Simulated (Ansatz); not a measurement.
# C2H5NOSi: vertical spin-state energies

The task is vertical spin-state energies, for C2H5NOSi.

Computed with Ansatz 0.2.0, driven from Python. Level of theory: PBE/6-31G*.

### 1 Starting point

Bond lengths: C1–Si2 1.864 Å, Si2–O3 1.671 Å, Si2–C4 1.892 Å, C4–N5 1.162 Å, C1–H6 1.094 Å, C1–H7 1.094 Å, C1–H8 1.094 Å, Si2–H9 1.484 Å, O3–H10 0.971 Å. Angles: C1–Si2–O3 110.8°, C1–Si2–C4 109.9°, C1–Si2–H9 107.4°, O3–Si2–C4 112.7°, O3–Si2–H9 106.5°, C4–Si2–H9 109.4°, Si2–C1–H6 111.0°, Si2–C1–H7 110.8°, Si2–C1–H8 110.9°, H6–C1–H7 108.0°, H6–C1–H8 108.1°, H7–C1–H8 108.0°, Si2–O3–H10 116.1°, Si2–C4–N5 178.4°.

Input file c2h5nosi.xyz:

```xyz
10

C    -1.33260   -0.15060   -0.28520
Si    0.31620    0.15420    0.52910
O     0.82200    1.72700    0.27620
C     1.57590   -1.12290   -0.07250
N     2.34690   -1.89430   -0.47250
H    -1.26010   -0.03510   -1.37090
H    -2.08290    0.55670    0.08070
H    -1.69170   -1.16260   -0.07480
H     0.12250    0.00380    1.99290
H     1.18390    1.92380   -0.60290
```

### 2 Script

Input file spin.py:

```python
# -*- coding: utf-8 -*-
"""Gap between spin states of C2H5NOSi at one geometry."""

import warnings

import ansatz as az

warnings.simplefilter("ignore", az.DeckWarning)

c2h5nosi = az.Crystal.molecule_from_extxyz("c2h5nosi.xyz")

base = (
    c2h5nosi.calculation()
    .basis(gaussian="6-31G*")
    .functional("PBE")
)
found = {}
for unpaired in [0, 2]:
    summary = base.spin("collinear", total=unpaired).run().report
    s = unpaired / 2
    found[unpaired] = summary["free_energy_ev"]
    print(f"2S+1 = {unpaired + 1}: E = {found[unpaired]:.5f} eV, <S^2> = {abs(summary['mean_field']['state']['spin_squared']):.3f} (pure state {s * (s + 1):.2f})")
lowest = min(found, key=found.get)
for unpaired, e in found.items():
    print(f"multiplicity {unpaired + 1}: {96.485332 * (e - found[lowest]):.1f} kJ/mol above the lowest")
```

### 3 The input behind the calls

The package turns the script's settings into the engine's input (first run):

```yaml
crystal:
  periodic: [false, false, false]
  atoms:
    - { symbol: C, position_ang: [-1.3326, -0.1506, -0.2852] }
    - { symbol: Si, position_ang: [0.3162, 0.1542, 0.5291] }
    - { symbol: O, position_ang: [0.822, 1.727, 0.2762] }
    - { symbol: C, position_ang: [1.5759, -1.1229, -0.0725] }
    - { symbol: "N", position_ang: [2.3469, -1.8943, -0.4725] }
    - { symbol: H, position_ang: [-1.2601, -0.0351, -1.3709] }
    - { symbol: H, position_ang: [-2.0829, 0.5567, 0.0807] }
    - { symbol: H, position_ang: [-1.6917, -1.1626, -0.0748] }
    - { symbol: H, position_ang: [0.1225, 0.0038, 1.9929] }
    - { symbol: H, position_ang: [1.1839, 1.9238, -0.6029] }
basis:
  gaussian:
    orbitals: "6-31G*"
hamiltonian:
  xc: pbe
magnetization:
  spin_polarized: true
  initial_magnetization: 0.0
```

### 4 Launch

Started as:

```sh
> python spin.py
```

Standard output:

```text
2S+1 = 1: E = -13559.59050 eV, <S^2> = 0.000 (pure state 0.00)
2S+1 = 3: E = -13553.79905 eV, <S^2> = 2.002 (pure state 2.00)
multiplicity 1: 0.0 kJ/mol above the lowest
multiplicity 3: 558.8 kJ/mol above the lowest
```

Wall time 34 s (1 thread of Arm Neoverse V1, shared host); peak memory 0.28 GiB.

### 5 Inputs of later runs

The engine's inputs for the other runs:

Run 2, against run 1:

```diff
@@ -21 +21 @@
-  initial_magnetization: 0.0
+  initial_magnetization: 2.0
```

### 6 The engine's runs

One row for each of the 2 runs:

```csv
run,2S+1,energy from run 1 (eV),<S²>,SCF cycles,CPU time (s)
1,1,0.0000,0.00,18,4.7
2,3,5.7915,2.00,110,29
```

### 7 Results

```
        quantity             value
   runs compared                 2
          lowest  run 1 (2S+1 = 1)
next above it by          5.791 eV
```

What this shows: In order: multiplicity 1 (+0.00 eV) and multiplicity 3 (+5.79 eV), all at the one geometry. The geometry is a force-field or estimated start, not a minimum of this method, and the basis set is short of its limit. All parts are taken at fixed geometry, without zero-point energy.
